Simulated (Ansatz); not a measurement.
Here is an Ansatz 0.2.0 calculation.

input.yaml

```yaml
crystal:
  lattice:
    - [0.0, 2.31, 2.31]
    - [2.31, 0.0, 2.31]
    - [2.31, 2.31, 0.0]
  atoms:
    - { symbol: Hf, position: [0.5, 0.5, 0.5] }
    - { symbol: B, position: [0.0, 0.0, 0.0] }
hamiltonian:
  xc: pbe
  pseudopotentials: { kind: paw }
kpoints:
  mp_grid: { grid: [10, 10, 10] }
scf:
  occupations: { method: gaussian, width: 0.019 }
output:
  forces: true
  stress: true
  eigenvalues: true
  write_density: true
  write_potential: true
  elf: true
  volumetric_format: npy
```

Potentials or basis: Ansatz PAW.

Command:

```console
$ ansatz run input.yaml --threads 2 --pin off --max-ram 5632MiB --backend cpu --events-out ev --progress --plain --runs-dir out
```

Q: What does it give for the band gap on the k mesh?

A: None (metal or under the smearing width).

Q: What does it give for the pressure?

A: 29.3 GPa.

Caveat: a pressure of tens of GPa on the cell as given is suspect, and the run, the potentials or the cell itself is likely at fault. The run has no spin-orbit coupling, so splittings on Hf are missing.
